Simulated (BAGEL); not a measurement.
**HF/3-21G (density fitting with qzvpp-jkfit) run of N2 (nitrogen)**

What is the electronic atomisation energy of N2 (nitrogen) at HF/3-21G (density fitting with qzvpp-jkfit)? 

Program for the calculation: BAGEL 1.2.2.

7 further runs of the same task are left out: 7 set aside as unsound or not needed.

## Step 1: Starting point

N2: 2 atoms, total charge 0, spin state singlet. SMILES: `N#N`. Geometry: relaxed at PBE0-D4/def2-TZVP.

Bond lengths: N1–N2 1.090 Å.

## Step 2: The energy at HF/3-21G (density fitting with qzvpp-jkfit)

calc.json

```json
{ "bagel": [

{
  "title": "molecule",
  "basis": "3-21g",
  "df_basis": "qzvpp-jkfit",
  "angstrom": true,
  "geometry": [
    { "atom": "N", "xyz": [       0.465500,      -0.150300,       0.239800 ] },
    { "atom": "N", "xyz": [      -0.465500,       0.150300,      -0.239800 ] }
  ]
},

{
  "title": "hf",
  "charge": 0
},

{
  "title": "print",
  "file": "orbitals.molden",
  "orbitals": true
}

]}
```

Run with:

```console
BAGEL_NUM_THREADS=1 BAGEL calc.json > calc.out
```

Standard output:

```text
* using 1 threads per process

  ===============================================================
  ===============================================================

  *** Geometry ***

  { "atom" : "N", "xyz" : [      0.879668,     -0.284026,      0.453156 ] },
  { "atom" : "N", "xyz" : [     -0.879668,      0.284026,     -0.453156 ] },

  Number of auxiliary basis functions:      154

  Since a DF basis is specified, we compute 2- and 3-index integrals:
    o Being stored without compression. Storage requirement is 0.000 GB

  Number of basis functions:       18
  Number of electrons      :       14

    * METHOD: MOLECULE                             0.01

  *** RHF ***

  === Nuclear Repulsion ===
    23.7983417694

      * DIIS with orbital gradients will be used.

  === RHF iteration (3-21g) ===
      0       -108.29125218          0.01436243           0.00
      1       -108.30020582          0.00312563           0.00
      2       -108.30069873          0.00053000           0.00
      3       -108.30071150          0.00006012           0.00
      4       -108.30071175          0.00000595           0.00
      5       -108.30071175          0.00000034           0.00
      6       -108.30071175          0.00000006           0.00
      7       -108.30071175          0.00000000           0.00
    * SCF iteration converged.

    * Permanent dipole moment:
           (   -0.000000,     0.000000,    -0.000000) a.u.

    * METHOD: HF                                   0.01

    * METHOD: PRINT                                0.00

  ===============================================================
```

Run time: 0.18 s. Hardware: 1 thread of AMD EPYC 9R45 (Zen 5), shared host.

## Step 3: The N atom at the same level

hf.json

```json
{ "bagel" : [

{
  "title" : "molecule",
  "basis" : "3-21g",
  "df_basis" : "qzvpp-jkfit",
  "angstrom" : true,
  "geometry" : [
    { "atom" : "N", "xyz" : [    0.000000,    0.000000,    0.000000 ] }
  ]
},
{
  "title" : "uhf",
  "nopen" : 3
},
{
  "title" : "print",
  "file" : "orbitals.molden",
  "orbitals" : true
}

]}
```

Run the same way, it converges to -54.10535 Eh (log not shown).

## Step 4: Results

At HF/3-21G (density fitting with qzvpp-jkfit):

| quantity | value |
| --- | --- |
| molecule: total energy | -108.30071 Eh |
| molecule: dipole moment | 0.00 D |
| molecule: HOMO energy | -16.75 eV |
| molecule: LUMO energy | 4.96 eV |
| molecule: HOMO–LUMO gap | 21.70 eV |
| N atom: total energy | -54.10535 Eh |
| N atom: dipole moment | 0.00 D |
| N atom: ⟨S²⟩ | 3.752 |
| electronic atomisation energy | 2.449 eV |

In words: Taking the molecule apart into free atoms costs 2.45 eV (236 kJ/mol), before zero-point energy and without spin-orbit coupling. Hartree–Fock lacks the correlation of the bonding pairs, which as a rule makes this value much too low; in minimal bases other errors can mask that. The basis has no polarisation functions, which makes bonds too weak.
